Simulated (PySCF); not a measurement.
# C6H6O2S: NMR shifts in gas and solvents, part 2 of 2

PySCF 2.14.0. Atoms count from 0. The steps go on from the part before.

### 7 Nuclear shieldings: WP04/pcSseg-2 in chloroform

The job: settings as JSON, then the geometry in Å.

```
{"job": {"kind": "nmr", "xc": "WP04", "basis": "pcSseg-2", "pop": false, "solvent": "chloroform"}, "charge": 0, "multiplicity": 1}
C      3.101728     0.097297     0.220293
O      1.721380     0.401413     0.382271
C      0.877001    -0.416045    -0.263062
O      1.231291    -1.348482    -0.937393
C     -0.519859    -0.036126    -0.047752
C     -1.607116    -0.678049    -0.580928
C     -2.825928    -0.083738    -0.200453
C     -2.639467     0.999487     0.615111
S     -0.995040     1.297560     0.919320
H      3.384683     0.149745    -0.831833
H      3.319913    -0.903915     0.593925
H      3.639621     0.845606     0.797562
H     -1.502997    -1.543958    -1.220403
H     -3.799796    -0.435984    -0.511893
H     -3.394621     1.636190     1.051449
```

With the program's defaults for keys left out, this is: GIAO WP04/pcSseg-2 NMR shielding, non-relativistic, IEF-PCM chloroform.

Log:

```text
coarse grid: 14032 points
cycle   1  E = -793.1489388883  dE =  1.656e+00  |g| = 1.319e+00  |ddm| = 3.023e+00
cycle   2  E = -792.3456317871  dE =  8.033e-01  |g| = 2.374e+00  |ddm| = 3.168e+00
cycle   3  E = -793.4105186073  dE = -1.065e+00  |g| = 4.694e-01  |ddm| = 2.643e+00
cycle   4  E = -793.4483853724  dE = -3.787e-02  |g| = 1.983e-01  |ddm| = 3.737e-01
cycle   5  E = -793.4547228589  dE = -6.337e-03  |g| = 5.279e-02  |ddm| = 1.201e-01
cycle   6  E = -793.4552367850  dE = -5.139e-04  |g| = 1.619e-02  |ddm| = 4.820e-02
cycle   7  E = -793.4552899994  dE = -5.321e-05  |g| = 4.588e-03  |ddm| = 1.428e-02
cycle   8  E = -793.4552943309  dE = -4.332e-06  |g| = 1.347e-03  |ddm| = 4.031e-03
final grid: 133648 points
cycle   9  E = -793.4647883316  dE = -1.704e-04  |g| = 1.060e-02  |ddm| = 8.306e-02
cycle  10  E = -793.4647494898  dE =  3.884e-05  |g| = 1.704e-02  |ddm| = 1.790e-02
cycle  11  E = -793.4648114578  dE = -6.197e-05  |g| = 2.612e-03  |ddm| = 1.193e-02
cycle  12  E = -793.4648127946  dE = -1.337e-06  |g| = 7.728e-04  |ddm| = 2.159e-03
cycle  13  E = -793.4648128579  dE = -6.326e-08  |g| = 5.101e-04  |ddm| = 7.170e-04
cycle  14  E = -793.4648129086  dE = -5.076e-08  |g| = 9.969e-05  |ddm| = 3.401e-04
cycle  15  E = -793.4648129105  dE = -1.894e-09  |g| = 3.224e-05  |ddm| = 9.393e-05
cycle  16  E = -793.4648129108  dE = -2.460e-10  |g| = 8.788e-06  |ddm| = 2.968e-05
converged SCF energy = -793.4648129108

GIAO shielding tensors (ppm)
atom      isotropic    diamagn.    paramagn.     s11        s22        s33       span
  0 C      116.613     235.694    -119.081     85.975     98.455    165.408     79.434
  1 O      135.483     398.750    -263.267    -31.217    205.539    232.128    263.344
  2 C       -0.092     255.709    -255.802    -92.432     38.264     53.891    146.323
  3 O      -45.458     399.823    -445.281   -266.452   -183.266    313.344    579.796
  4 C       27.801     257.103    -229.301    -43.668     23.502    103.569    147.237
  5 C       28.002     256.922    -228.920    -59.308      1.447    141.868    201.176
  6 C       37.223     255.735    -218.512    -46.309     18.717    139.261    185.569
  7 C       25.718     259.558    -233.840    -73.717     20.330    130.540    204.256
  8 S      211.562    1063.060    -851.498     89.010    198.630    347.046    258.036
  9 H       27.970      28.356      -0.387     24.738     25.811     33.360      8.622
 10 H       27.973      28.343      -0.370     24.745     25.806     33.367      8.622
 11 H       28.192      27.673       0.519     24.435     26.929     33.214      8.779
 12 H       23.788      33.055      -9.267     20.845     23.173     27.347      6.502
 13 H       24.609      28.310      -3.702     21.720     24.959     27.147      5.427
 14 H       24.155      28.422      -4.267     21.490     24.011     26.964      5.474
```

Run time: 2.9 min. Hardware: 2 threads of Intel Xeon at 2.50GHz, shared host; peak memory 2.8 GiB.

In short: δ C2 175.2, C7 149.4, C4 147.3, C5 147.1, H12 8.08, H14 7.71 ppm.

### 8 Shielding tensors: wB97X-D/pcSseg-2 in chloroform

Same as in step 7 but for these lines:

```diff
@@ -1,2 +1,2 @@
-{"job": {"kind": "nmr", "xc": "WP04", "basis": "pcSseg-2", "pop": false, "solvent": "chloroform"}, "charge": 0, "multiplicity": 1}
+{"job": {"kind": "nmr", "xc": "wB97X-D", "basis": "pcSseg-2", "pop": false, "solvent": "chloroform"}, "charge": 0, "multiplicity": 1}
 C      3.101728     0.097297     0.220293
```

Method: GIAO wB97X-D/pcSseg-2 NMR shielding, non-relativistic, IEF-PCM chloroform.

Log:

```text
coarse grid: 14032 points
cycle   1  E = -780.7503082627  dE =  2.089e+00  |g| = 9.675e-01  |ddm| = 2.915e+00
cycle   2  E = -780.6460348985  dE =  1.043e-01  |g| = 1.292e+00  |ddm| = 1.402e+00
cycle   3  E = -780.9239241020  dE = -2.779e-01  |g| = 1.282e-01  |ddm| = 8.902e-01
cycle   4  E = -780.9261115682  dE = -2.187e-03  |g| = 7.664e-02  |ddm| = 1.093e-01
cycle   5  E = -780.9271318815  dE = -1.020e-03  |g| = 1.140e-02  |ddm| = 5.858e-02
cycle   6  E = -780.9271654464  dE = -3.356e-05  |g| = 4.663e-03  |ddm| = 2.197e-02
cycle   7  E = -780.9271717605  dE = -6.314e-06  |g| = 1.545e-03  |ddm| = 7.151e-03
final grid: 133648 points
cycle   8  E = -780.9286186964  dE = -2.721e-04  |g| = 7.345e-03  |ddm| = 8.092e-02
cycle   9  E = -780.9286220682  dE = -3.372e-06  |g| = 6.257e-03  |ddm| = 1.187e-02
cycle  10  E = -780.9286298794  dE = -7.811e-06  |g| = 1.010e-03  |ddm| = 5.330e-03
cycle  11  E = -780.9286300369  dE = -1.575e-07  |g| = 7.067e-04  |ddm| = 1.306e-03
cycle  12  E = -780.9286301294  dE = -9.253e-08  |g| = 1.409e-04  |ddm| = 4.722e-04
cycle  13  E = -780.9286301354  dE = -5.944e-09  |g| = 5.117e-05  |ddm| = 2.116e-04
cycle  14  E = -780.9286301367  dE = -1.314e-09  |g| = 2.025e-05  |ddm| = 1.061e-04
cycle  15  E = -780.9286301369  dE = -2.260e-10  |g| = 8.731e-06  |ddm| = 4.487e-05
converged SCF energy = -780.9286301369

GIAO shielding tensors (ppm)
atom      isotropic    diamagn.    paramagn.     s11        s22        s33       span
  0 C      131.076     236.173    -105.097    100.227    114.226    178.775     78.548
  1 O      153.075     399.373    -246.297    -18.826    226.225    251.828    270.654
  2 C       11.163     253.153    -241.990    -81.411     47.114     67.787    149.198
  3 O      -41.974     399.234    -441.208   -274.767   -179.578    328.422    603.189
  4 C       39.498     252.195    -212.697    -36.241     39.421    115.314    151.555
  5 C       38.276     255.185    -216.909    -51.911     12.139    154.601    206.512
  6 C       48.238     254.290    -206.052    -37.524     30.264    151.974    189.497
  7 C       37.546     259.289    -221.743    -64.037     32.196    144.479    208.516
  8 S      251.467    1058.623    -807.156    128.774    236.261    389.366    260.592
  9 H       27.705      28.255      -0.550     24.236     25.422     33.458      9.222
 10 H       27.709      28.237      -0.528     24.244     25.414     33.469      9.226
 11 H       27.811      27.238       0.573     23.744     26.557     33.133      9.388
 12 H       23.188      33.010      -9.822     20.087     22.609     26.868      6.782
 13 H       24.074      29.273      -5.200     20.970     24.412     26.838      5.868
 14 H       23.597      29.041      -5.444     20.775     23.636     26.379      5.603
```

Wall time 3.4 min (2 threads of Intel Xeon at 2.50GHz, shared host); peak memory 2.8 GiB.

This run: δ C2 175.9, C7 149.6, C5 148.8, C4 147.6, H12 8.43, H14 8.02 ppm.

### 9 Run by run: NMR shifts

Shifts (ppm) of some atoms, chosen among heavy atoms and hydrogens apart, with basis size and wall time:

| run | C5 | C7 | H12 | H14 | O3 | O1 | S8 | functions | time |
| --- | --- | --- | --- | --- | --- | --- | --- | --- | --- |
| PBE0/pcSseg-2 | 145.0 | 143.3 | 8.33 | 7.62 | 392.6 | 176.5 | 258 | 415 | 2.8 min |
| KT3/pcSseg-2 | 131.8 | 129.8 | 8.10 | 7.37 | 362.8 | 179.7 | 241 | 415 | 4.6 min |
| wB97X-D/pcSseg-2 | 147.1 | 146.3 | 8.34 | 7.69 | 392.2 | 171.6 | 261 | 415 | 4 min |
| B97-2/pcSseg-2 | 142.0 | 140.4 | 8.27 | 7.56 | 382.1 | 174.0 | 254 | 415 | 2.9 min |
| WP04/pcSseg-2 in chloroform | 147.1 | 149.4 | 8.08 | 7.71 | 368.9 | 187.9 | 268 | 415 | 2.9 min |
| wB97X-D/pcSseg-2 in chloroform | 148.8 | 149.6 | 8.43 | 8.02 | 377.1 | 182.1 | 259 | 415 | 3.4 min |

### 10 Results

What follows sums up all 2 parts.

| quantity | value |
| --- | --- |
| point group | Cs |
| rotational constants (main isotopes) | 3.40, 0.98, 0.76 GHz |
| 13C shifts against TMS (PBE0/pcSseg-2) | 171.5, 145.0, 145.0, 143.3, 136.0, 54.7 ppm |
| 1H shifts against TMS (PBE0/pcSseg-2, means over atoms taken as alike) | 8.33, 7.62, 7.36, 3.77 ppm |
| 17O shifts against H2O (PBE0/pcSseg-2) | 392.6, 176.5 ppm |
| 33S shifts against CS2 (PBE0/pcSseg-2) | 258 ppm |
| range of the shift of O3 (wB97X-D/pcSseg-2 runs) | 377.1 to 392.2 ppm |

Over 14 steps the energy fell by 0.134 eV; of the close pairs, C4–S8 changed most, 1.753 to 1.715 Å. C2 (ester carbonyl carbon) lies farthest downfield among carbon, at 171.5 ppm; it is a carbonyl in resonance with an O or N lone pair, the region of acids, esters and amides. At PBE0/pcSseg-2: Shielding is most anisotropic at O3 (span 630 ppm, paramagnetic term -462 ppm). NICS(1)zz of -27 ppm above the planar ring from C4 marks a diatropic (aromatic) ring current. At one level, wB97X-D/pcSseg-2: In ppm, O3 moves most: its shift spreads over 15.1 ppm, from 377.1 (wB97X-D/pcSseg-2 in chloroform) to 392.2 (wB97X-D/pcSseg-2).
